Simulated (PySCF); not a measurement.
# C2H9BOSi2: magnetic properties

Wanted: magnetic properties for C2H9BOSi2 (`C=CB([SiH3])O[SiH3]`).

Programs: PySCF 2.14.0, with routines of our own; each step states its level. All values are computed. Atoms count from 0.

## Step 1: The starting structure

15 atoms, charge 0, multiplicity 1; geometry from: GFN2-xTB.

## Step 2: Magnetic properties: GIAO wB97X-D/pcSseg-1

The job: settings as JSON, then the geometry in Å.

```
{"job": {"kind": "mag", "xc": "wB97X-D", "basis": "pcSseg-1", "isotopologues": 2}, "charge": 0, "multiplicity": 1}
C     -2.295213    -1.389499     0.333068
C     -0.967475    -1.372737     0.396045
B     -0.078449    -0.128461     0.035862
Si    -0.869049     1.585994    -0.560812
O      1.235068    -0.281735     0.151009
Si     2.809815     0.038499     0.129482
H     -2.850593    -0.519789     0.017316
H     -2.885230    -2.257058     0.588634
H     -0.467853    -2.281632     0.719537
H     -1.793137     2.192237     0.412264
H      0.124557     2.636087    -0.836305
H     -1.653198     1.476966    -1.802397
H      3.081156     1.413230    -0.300771
H      3.365539    -0.929317    -0.815470
H      3.239648    -0.174796     1.510625
```

Level: GIAO wB97X-D/pcSseg-1 magnetisability, rotational g tensor and spin-rotation constants, non-relativistic, gas phase.

Started as:

```
> OMP_NUM_THREADS=1 python excited_run.py task.json out
```

This one command runs all jobs of the session in turn.

What it wrote:

```text
coarse grid: 13176 points
cycle   1  E = -760.4643198530  dE =  5.648e-01  |g| = 7.167e-01  |ddm| = 3.369e+00
cycle   2  E = -760.4266655454  dE =  3.765e-02  |g| = 8.894e-01  |ddm| = 9.675e-01
cycle   3  E = -760.5625548615  dE = -1.359e-01  |g| = 6.131e-02  |ddm| = 5.893e-01
cycle   4  E = -760.5634708054  dE = -9.159e-04  |g| = 2.747e-02  |ddm| = 8.465e-02
cycle   5  E = -760.5636725364  dE = -2.017e-04  |g| = 3.329e-03  |ddm| = 3.168e-02
cycle   6  E = -760.5636774217  dE = -4.885e-06  |g| = 1.353e-03  |ddm| = 9.724e-03
final grid: 117032 points
cycle   7  E = -760.6115253769  dE = -9.705e-05  |g| = 3.759e-03  |ddm| = 2.995e-02
cycle   8  E = -760.6115276793  dE = -2.302e-06  |g| = 2.351e-03  |ddm| = 6.957e-03
cycle   9  E = -760.6115288698  dE = -1.191e-06  |g| = 5.642e-04  |ddm| = 1.897e-03
cycle  10  E = -760.6115289538  dE = -8.396e-08  |g| = 2.463e-04  |ddm| = 8.782e-04
cycle  11  E = -760.6115289714  dE = -1.763e-08  |g| = 6.011e-05  |ddm| = 3.213e-04
cycle  12  E = -760.6115289728  dE = -1.390e-09  |g| = 1.373e-05  |ddm| = 1.151e-04
cycle  13  E = -760.6115289730  dE = -1.544e-10  |g| = 4.687e-06  |ddm| = 5.162e-05
converged SCF energy = -760.6115289730

Magnetisability tensor (1e-30 J/T^2)
     -965.45      -15.05       15.56
      -15.05     -960.24      -72.77
       15.56      -72.77    -1155.45
isotropic -1027.04   principal values   -1180.06   -974.53   -926.54
isotropic susceptibility -61.850 1e-6 cm^3/mol

Inertial axes            a          b          c
rot. const./GHz      3.0746     1.2884     0.9271
chi total           -58.204    -56.282    -71.065
chi diamagnetic    -521.286  -1052.103  -1426.751
chi paramagnetic    463.083    995.822   1355.686
quadrupole/D A        7.090     -4.290     -2.799
g nuclear            0.6099     0.5809     0.5808
g electronic        -0.6689    -0.6028    -0.5905
g total             -0.0590    -0.0218    -0.0096

Spin-rotation constants (kHz, H = +C I.J)
atom  isotope        aa         bb         cc
  2    11B        1.303      0.380      0.166
  6     1H       -0.143      0.076     -0.112
  7     1H       -0.100      0.055     -0.104
  8     1H       -0.204      0.110     -0.113
  9     1H       -0.159     -0.109     -0.016
 10     1H       -0.114     -0.028     -0.093
 11     1H       -0.168     -0.109     -0.013
 12     1H       -0.246      0.062     -0.084
 13     1H       -0.232     -0.082      0.013
 14     1H       -0.233     -0.082      0.013
  0    13C*       1.113      0.698      0.122
  1    13C*       1.188      0.679      0.124
  3   29Si*      -1.417     -0.604     -0.455
  4    17O*      -1.202     -0.293      0.005
  5   29Si*      -1.580     -0.775     -0.565
* in the singly substituted isotopologue

Isotopologues: g along a, b, c
2H    at 6,7,8,9,10,11,    -0.0486    -0.0188    -0.0083
13C   at 0                 -0.0584    -0.0214    -0.0095
```

Wall time 37 s (1 thread of Arm Neoverse V1, shared host); peak memory 0.82 GiB.

From this job:

```csv
quantity,value
magnetisability,-1027·10⁻³⁰ J/T²
molar susceptibility,-61.9·10⁻⁶ cm³/mol
"rotational g (a, b, c)","-0.0590, -0.0218, -0.0096"
```

The fields below are evaluated on a grid from the run's orbitals.

Frontier orbitals at wB97X-D/pcSseg-1, with the share of their density that lies nearest to each atom:

```csv
orbital,energy (eV),lies on
HOMO,-9.35,B2 23 %; O4 21 %; Si3 17 %
LUMO,0.20,B2 37 %; C0 20 %; C1 10 %
```

ELF in a plane through or near 11 of the atoms.

Ten even steps from ' ' (0.00) to '@' (1.00):
```
                                                        
                                                        
                    ..==++--                            
                  ::@@@@@@@@++..                        
                  ==@@@@@@@@%%::....                    
          ....    ..@@@@@@@@==  ::==::                  
      ..%%@@@@##    --%%@@++++**::----..                
      ##@@@@@@@@%%      --==..==  ::..                  
      ##@@@@@@@@##....  ::%%@@@@##::  ..##@@##          
      ..##@@##::..==####++..::**--  ..@@@@@@@@--        
        ..::..%%--**%%==%%::##==**..--@@@@@@%%..        
        ......##--++##==##--**@@++++##----**::          
        ..--==::..--##%%==  ==****::%%::**@@@@##..      
          ..::::..  ::--    %%@@@@**--++@@@@@@@@--      
                          ==@@@@@@%%  ..%%@@@@%%        
                          ::@@@@@@++      --::          
                            ..====                      
                                                        
                                                        
                                                        
```
The map spans 11.8 Å across and 10.6 Å up, centred on the molecule. Atoms in the plane (x, y in Å): C0 (2.5, -1.0), C1 (1.2, -1.2), B2 (0.1, -0.1), Si3 (0.6, 1.8), O4 (-1.2, -0.5), Si5 (-2.8, -0.5), H6 (2.9, 0.0), H7 (3.2, -1.8), H8 (0.9, -2.3), H10 (-0.6, 2.7), H12 (-3.3, 0.9).

log10 of the density (e/Å³) in the same plane.

Ten even steps from ' ' (-4.0) to '@' (1.8):
```
                                                        
                    ................                    
                ....::--------::::::::..                
                ..::--==++++====------::....            
          ......::--==++****++++======--::..            
      ..::::::::::--==**####******++++==--::..          
    ..::--======----==++****%%@@##**++==--::..          
  ..::--==++**++==----==++**##%%**++====--::::..        
  ..::--++**##**++++==++++********++====++==--::..      
  ..::--++****************####**++++++******==--::      
  ..::--==++##@@%%**##%%####@@****++****##**++--::..    
  ..::--==++**@@##**##%%##****########%%##**++==::..    
  ..::--==++++++++++****++++**##@@##########**==--..    
    ..::--==================++####********##**==--..    
      ..::::------::::::--==++****++====++++==--::..    
        ............  ..::--========----------::..      
                        ..::::------::........          
                            ........                    
                                                        
                                                        
```
The map spans 11.8 Å across and 10.6 Å up, centred on the molecule. Atoms in the plane (x, y in Å): C0 (2.5, -1.0), C1 (1.2, -1.2), B2 (0.1, -0.1), Si3 (0.6, 1.8), O4 (-1.2, -0.5), Si5 (-2.8, -0.5), H6 (2.9, 0.0), H7 (3.2, -1.8), H8 (0.9, -2.3), H10 (-0.6, 2.7), H12 (-3.3, 0.9).

On the surface of density 0.002 e/bohr³ the electrostatic potential runs, from the 1st to the 99th percentile, from -0.46 V near C1 to 1.44 V near H12.

## Step 3: What came out

```
                                              quantity                      value
       magnetisability (step 2, GIAO wB97X-D/pcSseg-1)           -1027·10⁻³⁰ J/T²
  molar susceptibility (step 2, GIAO wB97X-D/pcSseg-1)         -61.9·10⁻⁶ cm³/mol
rotational g (a, b, c) (step 2, GIAO wB97X-D/pcSseg-1)  -0.0590, -0.0218, -0.0096
                 surface potential, 1st and 99th percentile         -0.46 V and 1.44 V
```

The values above hold for this geometry and these levels alone. Vibrational averaging and real surroundings are missing from these values.
